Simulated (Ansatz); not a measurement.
# ZnPdC4N4: the cost of one run

Program: Ansatz 0.2.0. Level of theory: DFT PBE, scalar-relativistic, plane waves, PAW. These are calculated values, not measurements.

### 1 The starting structure

The structure is cubic, space group P-43m (No. 215). The conventional cell has a = 5.909 Å, b = 5.909 Å, c = 5.909 Å, α = 90.00°, β = 90.00°, γ = 90.00°. Zn (site symmetry -43m) is surrounded by 4 C at 1.92 Å. Pd (site symmetry -43m) is surrounded by 4 N at 2.03 Å. C (site symmetry 3m) has 1 N at 1.17 Å as nearest neighbours. N (site symmetry 3m) is surrounded by 1 C at 1.17 Å.

Coordinates:

```xyz
10
Lattice="5.9086 0.0000 0.0000 0.0000 5.9086 0.0000 0.0000 0.0000 5.9086" Properties=species:S:1:pos:R:3 pbc="T T T"
Zn    0.0000    0.0000    0.0000
Pd    2.9543    2.9543    2.9543
C     1.1068    1.1068    1.1068
C     1.1068    4.8018    4.8018
C     4.8018    1.1068    4.8018
C     4.8018    4.8018    1.1068
N     1.7823    1.7823    1.7823
N     1.7823    4.1263    4.1263
N     4.1263    1.7823    4.1263
N     4.1263    4.1263    1.7823
```

A structure generator made this guess: two interpenetrating cyanide-bridged diamond nets (P-43m, No. 215). Its size is a rough estimate.

### 2 Probe: one point on a coarse mesh

input.yaml

```yaml
crystal:
  lattice:
    - [5.90860265, 0.0, 0.0]
    - [0.0, 5.90860265, 0.0]
    - [0.0, 0.0, 5.90860265]
  atoms:
    - { symbol: Zn, position: [0.0, 0.0, 0.0] }
    - { symbol: Pd, position: [0.5, 0.5, 0.5] }
    - { symbol: C, position: [0.18731679, 0.18731679, 0.18731679] }
    - { symbol: C, position: [0.18731679, 0.81268321, 0.81268321] }
    - { symbol: C, position: [0.81268321, 0.18731679, 0.81268321] }
    - { symbol: C, position: [0.81268321, 0.81268321, 0.18731679] }
    - { symbol: "N", position: [0.30164159, 0.30164159, 0.30164159] }
    - { symbol: "N", position: [0.30164159, 0.69835841, 0.69835841] }
    - { symbol: "N", position: [0.69835841, 0.30164159, 0.69835841] }
    - { symbol: "N", position: [0.69835841, 0.69835841, 0.30164159] }
basis:
  ecutwfc: 420
kpoints:
  mp_grid: { grid: [4, 4, 4] }
hamiltonian:
  xc: pbe
scf:
  occupations: { method: gaussian, width: 0.1 }
  lower_state_search: "off"
output:
  forces: true
  stress: true
  eigenvalues: true
```

Launch:

```console
$ ansatz run input.yaml --threads 1 --pin off --max-ram 2560MiB --backend cpu --events-out ev --progress --plain --runs-dir out
```

**Question.** How long does this run take on 1 thread of Arm Neoverse V2, shared host, and how much memory does it need?

About 8 s, with a peak of 0.4 GiB.
